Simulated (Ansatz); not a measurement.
## KRuO3, space group Pm-3m: an SCF with some post-processing, step by step

Program: Ansatz 0.2.0 through its Python package.

The cells in order, each with its output:

In [1]:
```python
from collections import Counter
from pathlib import Path
import itertools

import ansatz as az
import numpy as np
from pymatgen.core import Structure
```

In [2]:
```python
system = (
    az.Lattice.from_parameters(3.939277, 3.939277, 3.939277, alpha=90.0, beta=90.0, gamma=90.0)
    .atom("K", (0.5, 0.5, 0.5))
    .atom("Ru", (0.0, 0.0, 0.0))
    .atom("O", (0.0, 0.0, 0.5))
    .atom("O", (0.0, 0.5, 0.0))
    .atom("O", (0.5, 0.0, 0.0))
)
```

In [3]:
```python
len(system.resolved().sites)
```
Out [3]:
```text
5
```

In [4]:
```python
model = (
    system.calculation()
    .basis(24 * az.Ha)
    .occupations("methfessel_paxton", width=0.1)
    .kpoints(6, 6, 6)
    .pseudopotentials("paw")
    .functional("r2scan")
    .band_table()  # levels at the mesh points
    .density()  # keep the density on its grid
    .potential()
    .output_files(volumetric_format=["xsf", "npy"])
    .density_of_states(energy_step=0.1, method="smearing", broadening_width=0.15, projected=True)  # states per eV and cell
)
history = []
result = model.session().plan().execute(on_event=lambda event: history.append(event["data"]["dr2_ev"]) if event["event"] == "scf_iter" else None)
r = result.report
```

In [5]:
```python
r["free_energy_ev"]
```
Out [5]:
```text
-9137.541221116233
```

In [6]:
```python
r["n_kpoints"], r["n_symmetry_ops"], r["n_pw"]
```
Out [6]:
```text
(20, 48, 2325)
```

In [7]:
```python
result.lattice.cell_ang
```
Out [7]:
```text
array([[3.93927700e+00, 0.00000000e+00, 0.00000000e+00],
       [2.41211148e-16, 3.93927700e+00, 0.00000000e+00],
       [2.41211148e-16, 2.41211148e-16, 3.93927700e+00]])
```

In [8]:
```python
print("density residual by iteration (eV):", " ".join(f"{value:.1e}" for value in history[:40]))

n_atoms = len(r["lattice"]["sites"])
print("F =", round(r["free_energy_ev"], 4), "eV for", n_atoms, "atoms")
print("E(sigma -> 0) =", round(r["energy_sigma0_ev"], 4), "eV, TS =", round(r["entropy_ts_ev"], 5), "eV")
print("closed by", r["closed_by"], "after", r["n_iterations"], "iterations")
```
```text
density residual by iteration (eV): 3.2e-01 1.6e-01 8.0e-02 8.1e-03 7.9e-04 3.2e-05 7.0e-07 3.1e-08
F = -9137.5412 eV for 5 atoms
E(sigma -> 0) = -9137.5395 eV, TS = 0.00684 eV
closed by deck_thresholds after 8 iterations
```

In [9]:
```python
table = np.array(r["eigenvalues_ev"]) - r["fermi_energy_ev"]
filling = np.array(r["occupations"])
weights = np.tile(r["kweights"], len(table) // len(r["kweights"]))
print("band   lowest  highest (eV from E_F)  electrons")
for band in range(table.shape[1]):
    if table[:, band].max() > -8:
        print(f"{band + 1:4d} {table[:, band].min():8.3f} {table[:, band].max():8.3f} {weights @ filling[:, band]:18.4f}")
print("electrons counted from the table:", round(float(weights @ filling.sum(axis=1)), 5))

folder = Path(result.write_results("volumes"))
print(sorted(path.name for path in folder.iterdir()))
head = (folder / "rho.xsf").read_text().split("BEGIN_BLOCK")[0]
print(head)
```
```text
band   lowest  highest (eV from E_F)  electrons
  12   -7.767   -4.322             2.0000
  13   -7.755   -4.322             2.0000
  14   -6.844   -4.322             2.0000
  15   -5.953   -2.682             2.0000
  16   -5.818   -2.682             2.0000
  17   -5.818   -2.672             2.0000
  18   -3.007   -1.216             2.0000
  19   -2.668   -1.216             2.0000
  20   -2.299   -1.216             2.0000
  21   -2.198    0.946             1.5422
  22   -1.923    0.946             0.8774
  23   -1.923    0.946             0.5833
  24    0.158    6.287            -0.0027
  25    0.158    6.287            -0.0002
  26    6.878    9.986             0.0000
  27    7.830   10.415             0.0000
electrons counted from the table: 43.0
['dos.tsv', 'fields.json', 'pdos.tsv', 'rho.npy', 'rho.xsf', 'rho_z.tsv', 'v_es.npy', 'v_es.xsf', 'v_tot.npy', 'v_tot.xsf', 'v_z.tsv']
CRYSTAL
PRIMVEC
    3.939277    0.000000    0.000000
    0.000000    3.939277    0.000000
    0.000000    0.000000    3.939277
PRIMCOORD
    5    1
   19    1.969639    1.969639    1.969639
   44    0.000000    0.000000    0.000000
    8    0.000000    0.000000    1.969639
    8    0.000000    1.969639    0.000000
    8    1.969639    0.000000    0.000000
```

In [10]:
```python
# valence electrons inside a sphere about each atom
rho = result.density()
total = sum(channel.density_e_per_ang3 for channel in rho.channels[:2])
grid_cell = np.asarray(rho.fft_grid_basis) @ result.lattice.cell_ang
mesh = np.stack(np.meshgrid(*[np.arange(n) / n for n in rho.dims], indexing="ij"), axis=-1)
for site in result.lattice.sites:
    offset = mesh - site.position_ang @ np.linalg.inv(grid_cell)
    offset -= offset.round()
    distance = np.min([np.linalg.norm((offset + shift) @ grid_cell, axis=-1) for shift in itertools.product((-1, 0, 1), repeat=3)], axis=0)
    inside = [total[distance < radius].sum() * rho.cell_volume_ang3 / total.size for radius in (0.8, 1.0, 1.2)]
    print(site.symbol, "electrons within 0.8, 1.0, 1.2 A:", np.round(inside, 2))
```
```text
K electrons within 0.8, 1.0, 1.2 A: [5.2  6.66 7.46]
Ru electrons within 0.8, 1.0, 1.2 A: [10.   12.15 13.69]
O electrons within 0.8, 1.0, 1.2 A: [4.88 5.94 6.84]
O electrons within 0.8, 1.0, 1.2 A: [4.88 5.94 6.84]
O electrons within 0.8, 1.0, 1.2 A: [4.88 5.94 6.84]
```

In [11]:
```python
final = Structure(result.lattice.cell_ang, [s.symbol for s in result.lattice.sites], [s.position_frac for s in result.lattice.sites])
# first shell of each atom, within 15 % of its shortest distance
shortest = {}
for site, neighbours in zip(final, final.get_all_neighbors(5.0)):
    for other in neighbours:
        pair = "-".join(sorted((site.specie.symbol, other.specie.symbol)))
        shortest[pair] = min(shortest.get(pair, 9e9), other.nn_distance)
for pair, distance in sorted(shortest.items(), key=lambda item: item[1]):
    print(f"shortest {pair:6s} {distance:.4f} A")
```
```text
shortest O-Ru   1.9696 A
shortest K-O    2.7855 A
shortest O-O    2.7855 A
shortest K-Ru   3.4115 A
shortest K-K    3.9393 A
shortest Ru-Ru  3.9393 A
```

In [12]:
```python
dos = result.density_of_states()
energy = np.asarray(dos.energies_ev) - dos.fermi_ev
projected = result.projected_density_of_states()
# electrons in each projected shell, from the curves below the Fermi level
step = energy[1] - energy[0]
for index, site in enumerate(projected.sites):
    for shell in site.shells:
        curve = sum(np.sum(part.g_bin_mean_per_ev, axis=0) for part in shell.curves)
        print(f"site {index} {site.species:2s} {shell.label:3s} filled {curve[energy <= 0].sum() * step:7.3f}  at E_F {np.interp(0, energy, curve):7.3f} /eV")
```
```text
site 0 K  3S  filled   1.979  at E_F   0.000 /eV
site 0 K  4S  filled   0.233  at E_F   0.027 /eV
site 0 K  3P  filled   5.977  at E_F   0.006 /eV
site 1 Ru 4S  filled   1.955  at E_F   0.001 /eV
site 1 Ru 5S  filled   0.421  at E_F   0.002 /eV
site 1 Ru 4P  filled   5.988  at E_F   0.000 /eV
site 1 Ru 4D  filled   6.167  at E_F   2.953 /eV
site 2 O  2S  filled   1.796  at E_F   0.014 /eV
site 2 O  2P  filled   4.885  at E_F   0.977 /eV
site 3 O  2S  filled   1.796  at E_F   0.014 /eV
site 3 O  2P  filled   4.885  at E_F   0.977 /eV
site 4 O  2S  filled   1.796  at E_F   0.014 /eV
site 4 O  2P  filled   4.885  at E_F   0.977 /eV
```

What to keep in mind:
- Absolute energies stand on the zero of these potentials, so only differences at equal settings mean something. A total without «per atom» is that of the cell as typed.
- The cell holds an odd number of electrons and is run without spin, so a magnetic state may lie lower.
- The mesh is modest for a metal, so energies can be off by several to tens of meV an atom and pressures by half a GPa or more; differences at equal mesh fare better.
- Projections exist only for the shells that the potentials hold, some of them semicore, and samples at single energies can miss narrow peaks.
- The empty d shell of the heavier alkali and alkaline-earth atoms, which makes much of a conduction band, may have no channel.
- Densities and potentials on the grid are those of the valence electrons, and inside the cores they hang on the potentials used.
- This cell is a computed structure, which may not be the phase found in nature.
- Gaps and levels are Kohn-Sham values on a finite set of k-points, without spin-orbit coupling.
- The computed bands are complete only to about 7.8 eV above the Fermi level; beyond that the density of states is undercounted.
- It ran for 9.4 s on 1 thread of Arm Neoverse V1 (shared host), peak memory 0.58 GiB.

(Lines on the test bed's own set-up are left out of the output.)
